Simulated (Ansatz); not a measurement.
# B2Cl2F2H2: a ladder of functionals and wavefunction methods

An exercise on one series of results from a longer session: the logs are not shown, and one member is left open.

Method: functionals in def2-TZVPP, the program's frozen cores in correlated methods; program: Ansatz 0.2.0, Gaussian basis.

The runs, in order: LDA (SPW92), PBE-D4, revPBE-D4, BLYP-D4, r2SCAN-D4, B97M-V, PBE0-D4, B3LYP-D4, r2SCANh-D4, r2SCAN0-D4, HSE06-D4, BHLYP-D4, CAM-B3LYP-D4, LC-ωPBE, ωB97X-V, ωB97M-V, B2PLYP, PBE-QIDH; CCSD(T)/def2-SVP; CCSD(T)/def2-TZVPP; MP2/def2-QZVPP; extrapolation to the limit; RPA on PBE.

### Structure used throughout

An earlier PBE0-D4 in a triple-zeta def2 set relaxation fixed the geometry.

SMILES `Cl[B@H-]1[F+][B@H-](Cl)[F+]1`, 8 atoms, charge 0, spin multiplicity 1.

Atoms are counted from 1 here; the program's logs count them from 0.

Bond lengths: Cl1–B2 1.755 Å, B2–F3 1.539 Å, B2–F6 1.540 Å, B2–H7 1.184 Å, F3–B4 1.540 Å, B4–Cl5 1.755 Å, B4–F6 1.539 Å, B4–H8 1.184 Å. Angles: Cl1–B2–F3 111.5°, Cl1–B2–F6 111.5°, Cl1–B2–H7 120.5°, F3–B2–F6 87.1°, F3–B2–H7 110.7°, F6–B2–H7 110.7°, B2–F3–B4 92.9°, F3–B4–Cl5 111.5°, F3–B4–F6 87.1°, F3–B4–H8 110.7°, Cl5–B4–F6 111.5°, Cl5–B4–H8 120.5°, F6–B4–H8 110.7°, B2–F6–B4 92.9°.

Set-up of the first run:

in.yaml

```yaml
crystal:
  periodic: [false, false, false]
  atoms:
    - {symbol: Cl, position_ang: [0.679831, -1.889094, 1.508692]}
    - {symbol: B, position_ang: [0.854580, -0.399237, 0.596814]}
    - {symbol: F, position_ang: [0.329465, -0.553773, -0.842027]}
    - {symbol: B, position_ang: [-0.854533, 0.399278, -0.596799]}
    - {symbol: Cl, position_ang: [-0.680479, 1.889037, -1.508931]}
    - {symbol: F, position_ang: [-0.329158, 0.554148, 0.841929]}
    - {symbol: H, position_ang: [1.879214, 0.194293, 0.607101]}
    - {symbol: H, position_ang: [-1.878929, -0.194661, -0.606779]}
basis:
  gaussian: {orbitals: def2-TZVPP}
hamiltonian: {xc: lda}
output: {orbitals: {seedname: orbitals}}
```

Started as:

```bash
$ ansatz run in.yaml --threads 4 --pin off --events-out ev --progress --plain --max-ram 10444MiB
```

Among the steps run: LDA; PBE-D4 (GGA); revPBE-D4 (GGA); BLYP-D4 (GGA); r2SCAN-D4 (meta-GGA); B97M-V (meta-GGA); B3LYP-D4 (hybrid); r2SCANh-D4 (hybrid); r2SCAN0-D4 (hybrid); HSE06-D4 (hybrid); BHLYP-D4 (hybrid); CAM-B3LYP-D4 (range-separated); LC-ωPBE (range-separated); ωB97X-V (range-separated); ωB97M-V (range-separated); B2PLYP (double hybrid); PBE-QIDH (double hybrid).

One table of the session follows, with a row left open; its other results are not shown here.

It belongs to the step «Orbital energies across the functionals». 

```
  functional  HOMO (eV)  gap (eV)
 LDA (SPW92)          ?         ?
      PBE-D4      -7.80      6.65
   revPBE-D4      -7.75      6.74
     BLYP-D4      -7.66      6.67
   r2SCAN-D4      -8.17      7.49
      B97M-V      -8.27      7.51
     PBE0-D4      -9.24      9.11
    B3LYP-D4      -8.98      8.61
  r2SCANh-D4      -8.70      8.36
  r2SCAN0-D4      -9.48      9.65
    HSE06-D4      -8.84      8.33
    BHLYP-D4     -10.56     11.46
CAM-B3LYP-D4     -10.64     11.57
     LC-ωPBE     -12.07     14.23
     ωB97X-V     -11.69     13.74
     ωB97M-V     -11.52     13.25
```

Estimate the missing values for LDA (SPW92).

**Answer.** HOMO (eV): -7.92; gap (eV): 6.45. In the column «HOMO (eV)» it lies between r2SCAN-D4 (-8.17) and PBE-D4 (-7.80).
